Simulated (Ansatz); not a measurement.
Run this with Ansatz's Python interface and show what comes out.

Script `ca.py`:
```python
from collections import Counter
import warnings

import ansatz as az

CUTOFF = 510
FUNCTIONAL = 'pbesol'
KSPACING = 0.16
OCCUPATIONS = 'fermi_dirac'
SMEARING_WIDTH = 0.02


def counts(outcome):
    return Counter(site.symbol for site in outcome.lattice.sites)

UNPAIRED = {'Ca': 0}  # unpaired electrons of the free atoms


def run_phase(name, crystal):
    calc = (
        crystal.calculation()
        .basis(CUTOFF)
        .functional(FUNCTIONAL)
        .kpoints(spacing=KSPACING)
        .occupations(OCCUPATIONS, width=SMEARING_WIDTH)
    )
    if name.endswith(' atom'):
        calc = calc.kpoints(1, 1, 1).occupations('fermi_dirac', width=0.01)
        if UNPAIRED[name.split()[0]]:
            calc = calc.spin('collinear')
        return calc.run(threads=1)
    calc = calc.relax(force_tolerance=0.02, cell=True)
    return calc.run(threads=1)


def main() -> None:
    warnings.simplefilter('ignore', az.DeckWarning)

    phases = {}
    ca = (
        az.Lattice.of((0.0, 2.7942, 2.7942), (2.7942, 0.0, 2.7942), (2.7942, 2.7942, 0.0))
        .atom('Ca', (0.0, 0.0, 0.0))
    )
    phases['Ca'] = ca
    for element, moment in UNPAIRED.items():
        phases[f'{element} atom'] = az.Lattice.orthorhombic(9.0, 9.5, 10.0).atom(element, (0.5, 0.5, 0.5), moment=moment or None)

    done = {name: run_phase(name, crystal) for name, crystal in phases.items()}

    for element in UNPAIRED:
        atom = done[f'{element} atom'].report
        print(f'{element} atom: {atom["energy_sigma0_ev"]:.4f} eV, moment {atom["magnetization_mub"]:.2f} muB')
    solid = done['Ca']
    n = counts(solid)
    binding = (sum(k * done[f'{e} atom'].report['energy_sigma0_ev'] for e, k in n.items()) - solid.report['energy_sigma0_ev']) / sum(n.values())
    print(f'cohesive energy {binding:.3f} eV/atom = {96.4853 * binding:.0f} kJ/mol of atoms (no zero-point energy)')


if __name__ == '__main__':
    main()
```

```console
$ python ca.py
Ca atom: -1791.6881 eV, moment 0.00 muB
cohesive energy 2.044 eV/atom = 197 kJ/mol of atoms (no zero-point energy)
```

What to keep in mind:
- Total energies depend on the potentials; only differences at equal settings carry meaning.
- Other magnetic orders than the one started from may lie lower.
- For the metals among these phases the mesh is modest: differences between phases can be off by up to 40 meV an atom.
- The cells come from databases of deposited and of computed structures, and not all need be stable phases.
- Free atoms in a box carry small image and symmetry errors, and spin-orbit coupling is left out.
- Run time: 11 s on 1 thread of Arm Neoverse V1, with other jobs on the host, peak memory 0.65 GiB.
